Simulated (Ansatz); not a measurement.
# GeClF (SMILES [F][Ge][Cl]): BHLYP/def2-TZVP

What is the vertical singlet–triplet gap of GeClF at BHLYP/def2-TZVP? 

The calculation is run with Ansatz 0.2.0.

33 further runs of the same task are left out: 33 set aside as unsound or not needed.

### Step 1. Starting point

The species is GeClF (3 atoms), meant as a singlet with charge 0. As SMILES, `[F][Ge][Cl]`. Geometry: relaxed at PBE0-D4/def2-TZVP.

Bond lengths: F1–Ge2 1.748 Å, Ge2–Cl3 2.180 Å. Angles: F1–Ge2–Cl3 98.3°.

### Step 2. The energy at BHLYP/def2-TZVP

Input file in.yaml:

```yaml
crystal:
  periodic: [false, false, false]
  atoms:
    - {symbol: F, position_ang: [0.110400, 1.418700, 0.206200]}
    - {symbol: Ge, position_ang: [-0.762800, 0.035600, -0.410300]}
    - {symbol: Cl, position_ang: [0.641600, -1.519100, 0.191000]}
basis:
  gaussian:
    orbitals: def2-TZVP
hamiltonian:
  xc: {name: BHLYP}
output: {orbitals: {seedname: orbitals}}
accuracy: high
```

Run with:

```bash
ansatz run in.yaml --threads 1 --pin off --max-ram 3480MiB --events-out events.jsonl --progress --plain --runs-dir runs
```

What it wrote:

```text
Warning: RAYON_NUM_THREADS=1 ignored (pool sized by the plan → 1); use --threads N
Functional definition: BHLYP
  name "BHLYP"
  parameter a = 0.5
  exchange = (1 - a)*b88_x + a*exact_x
  correlation = lyp_c
1709 factors; integrals over basis functions are off by at most 4.6e-9 eV
mean field evaluation 1: about -71757.4654 eV, gradient 3.9e1 eV
mean field evaluation 2: about -71754.9633 eV, gradient 5.9e1 eV
mean field evaluation 4: about -71759.9562 eV, gradient 1.7e0 eV
mean field evaluation 8: about -71760.0896 eV, gradient 1.6e-1 eV
mean field evaluation 16: about -71760.0898 eV, gradient 3.0e-5 eV
mean field -71760.08977607 eV, -2637.1346585346 hartree, gradient 4.0e-8 eV, S^2 0.000000; 0 other end points of the search recorded, 0 dependent functions left out
reference -71760.08979566 eV, -2637.1346592548 hartree; 29, 29 occupied and 87, 87 virtual orbitals, 1709 factors
Total energy: -71760.08979566 eV, -2637.1346592548 hartree
```

Wall time 8.1 s (1 thread of Arm Neoverse V2, shared host); peak memory 0.33 GiB.

### Step 3. The triplet, same level

Input file job.yaml:

```yaml
crystal:
  periodic: [false, false, false]
  atoms:
    - {symbol: F, position_ang: [0.110400, 1.418700, 0.206200]}
    - {symbol: Ge, position_ang: [-0.762800, 0.035600, -0.410300]}
    - {symbol: Cl, position_ang: [0.641600, -1.519100, 0.191000]}
basis:
  gaussian:
    orbitals: def2-TZVP
accuracy: high
hamiltonian:
  xc: {name: BHLYP}
magnetization:
  spin_polarized: true
  initial_magnetization: 2
output: {orbitals: {seedname: orbitals}}
```

Run with:

```bash
ansatz run job.yaml --threads 1 --pin off --max-ram 3480MiB --events-out events.jsonl --progress --plain --runs-dir runs
```

What it wrote:

```text
Warning: RAYON_NUM_THREADS=1 ignored (pool sized by the plan → 1); use --threads N
[... 5 set-up lines as earlier in the session ...]
1709 factors; integrals over basis functions are off by at most 4.6e-9 eV
mean field evaluation 1: about -71754.6464 eV, gradient 2.5e1 eV
mean field evaluation 2: about -71752.3750 eV, gradient 3.9e1 eV
mean field evaluation 4: about -71756.7754 eV, gradient 1.7e0 eV
mean field evaluation 8: about -71756.8814 eV, gradient 2.5e-1 eV
mean field evaluation 16: about -71756.8820 eV, gradient 5.5e-4 eV
mean field evaluation 32: about -71756.8820 eV, gradient 7.5e-8 eV
mean field -71756.88199292 eV, -2637.0167746784 hartree, gradient 7.5e-8 eV, S^2 2.007863; 0 other end points of the search recorded, 0 dependent functions left out
reference -71756.88201293 eV, -2637.0167754138 hartree; 30, 28 occupied and 86, 88 virtual orbitals, 1709 factors
Total energy: -71756.88201293 eV, -2637.0167754138 hartree
```

Run time: 15 s. Hardware: 1 thread of Arm Neoverse V2, shared host; peak memory 0.47 GiB.

### Step 4. Summary of results

Level: BHLYP/def2-TZVP.

| quantity | value |
| --- | --- |
| singlet: total energy | -2637.13466 Eh |
| singlet: HOMO energy | -9.50 eV |
| singlet: LUMO energy | -2.03 eV |
| singlet: HOMO–LUMO gap | 7.47 eV |
| triplet: total energy | -2637.01678 Eh |
| triplet: HOMO energy (highest over α and β) | -6.37 eV |
| triplet: LUMO energy (lowest over α and β) | -5.28 eV |
| triplet: ⟨S²⟩ | 2.008 |
| vertical energy of the triplet above the singlet | 3.208 eV |

At this shape the triplet lies 3.21 eV (74 kcal/mol) above the singlet.
